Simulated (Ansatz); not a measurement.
**Hydrogen-ended wire of SiC, Si7C6H12**

Aim: relax the confined piece and see how wide its gap is by PBEsol and HSE06.

Method: density functional theory in Ansatz 0.2.0, PAW datasets, plane waves.

## (1) The system as built

25 atoms (7 Si, 6 C, 12 H); a = 18.200 Å, b = 18.200 Å, c = 3.081 Å, α = 90.00°, β = 90.00°, γ = 90.00°. All atoms were shaken off their sites by about 0.02 Å along each axis.

Steps to follow: (2) PBEsol relaxation at a 1×1×8 mesh, on 1 × NVIDIA H100 80GB HBM3 with 2 threads of AMD EPYC 7R13; (3) HSE06 single point at a 1×1×6 mesh, on 1 × NVIDIA H100 80GB HBM3 with 2 threads of AMD EPYC 7R13.

Structure file:

```xyz
25
Lattice="12.8693 -12.8693 0.0000 0.0000 0.0000 18.2000 -2.1784 -2.1784 0.0000" Properties=species:S:1:pos:R:3 pbc="T T T"
Si    4.2695   -4.2717    9.1148
Si    8.5784   -8.6139    9.1266
Si    4.2475   -8.6007    9.0632
Si    6.4147   -8.6047    6.8882
Si    6.4251   -8.5871   11.2865
Si    4.2386   -6.4308    6.9063
Si    4.2674   -6.4396   11.2747
C     5.3251   -7.5253    5.8493
C     5.3473   -7.4958   10.1693
C     3.1897   -5.3641   10.2043
C     7.5744   -9.7061   10.1847
C     5.3823   -9.6869    8.0243
C     5.3362   -5.3452    8.0179
H     3.3868   -3.4323    8.2506
H     7.3240  -11.6559    8.2490
H     6.0057   -6.9014    5.1643
H     4.6788   -8.1916    5.1843
H     2.5054   -4.6645   10.8721
H     8.1896  -10.3619   10.8266
H     7.3055   -9.4795    6.0296
H     7.2648   -7.7544   12.1542
H     5.5956   -9.5090   12.1351
H     3.3995   -5.5403    6.0663
H     5.1053   -5.5756   12.1328
H     3.4091   -7.3321   12.1717
```

## (2) Relaxing the atoms with PBEsol

in.yaml

```yaml
crystal:
  lattice:
    - [12.869343, -12.869343, 0.000000]
    - [0.000000, 0.000000, 18.200000]
    - [-2.178427, -2.178427, 0.000000]
  atoms:
    - { symbol: Si, position: [0.331842, 0.500813, 0.000515] }
    - { symbol: Si, position: [0.667954, 0.501461, 0.008135] }
    - { symbol: Si, position: [0.499182, 0.497976, 0.999159] }
    - { symbol: Si, position: [0.583531, 0.378470, 0.502661] }
    - { symbol: Si, position: [0.583254, 0.620135, 0.496219] }
    - { symbol: Si, position: [0.414525, 0.379467, 0.503159] }
    - { symbol: Si, position: [0.415988, 0.619488, 0.498582] }
    - { symbol: C, position: [0.499264, 0.321389, 0.505019] }
    - { symbol: C, position: [0.498980, 0.558754, 0.493140] }
    - { symbol: C, position: [0.332334, 0.560674, 0.499065] }
    - { symbol: C, position: [0.671382, 0.559598, 0.489285] }
    - { symbol: C, position: [0.585468, 0.440895, 0.988005] }
    - { symbol: C, position: [0.414994, 0.440544, 0.002066] }
    - { symbol: H, position: [0.264939, 0.453329, 0.010445] }
    - { symbol: H, position: [0.737408, 0.453244, 0.994281] }
    - { symbol: H, position: [0.501469, 0.283750, 0.205574] }
    - { symbol: H, position: [0.500038, 0.284849, 0.806269] }
    - { symbol: H, position: [0.278564, 0.597369, 0.495572] }
    - { symbol: H, position: [0.720760, 0.594869, 0.498593] }
    - { symbol: H, position: [0.652131, 0.331294, 0.498989] }
    - { symbol: H, position: [0.583527, 0.667812, 0.112388] }
    - { symbol: H, position: [0.586844, 0.666766, 0.898199] }
    - { symbol: H, position: [0.347332, 0.333311, 0.491359] }
    - { symbol: H, position: [0.414973, 0.666638, 0.107942] }
    - { symbol: H, position: [0.417317, 0.668775, 0.900403] }
kpoints:
  mp_grid: { grid: [1, 1, 8] }
hamiltonian:
  xc: pbesol
scf:
  occupations: { method: fermi_dirac, width: 0.01 }
relax:
  f_tol: 0.03
  max_steps: 80
  escape_saddle: false
  adjacent_minimum: "off"
output:
  forces: true
  eigenvalues: true
  populations: true
```

Run with:

```
> ansatz run in.yaml --threads 2 --pin off --max-ram 19000MiB --runs-dir r --events-out ev --progress --plain --backend cuda --devices 0, --max-vram 18GiB
```

Further steps of the session: HSE06 single point.

Q: Predict the outcome of this session. Wanted: for each run, top filled to lowest empty.

**Answer**, as computed:

| level | time | k points | top filled to lowest empty (eV) |
| --- | --- | --- | --- |
| PBEsol, relaxation | 24 s (GPU) | 1×1×8 | 2.97 |
| HSE06 | 20 s (GPU) | 1×1×6 | 4.14 |

```
     quantity                                value
   relaxation    15 recorded steps, 7.33 eV gained
largest shift                         1.38 Å (H25)
   mean bonds  C–H 1.100, C–Si 1.881, H–Si 1.526 Å
```

**In words.** Relaxation gains 7.33 eV, with shifts up to 1.38 Å (H25). Capping hydrogens come as close as 1.57 Å, so the surface is strained, and its states can set the spacing. Rows on different k points differ by sampling as well as by level.
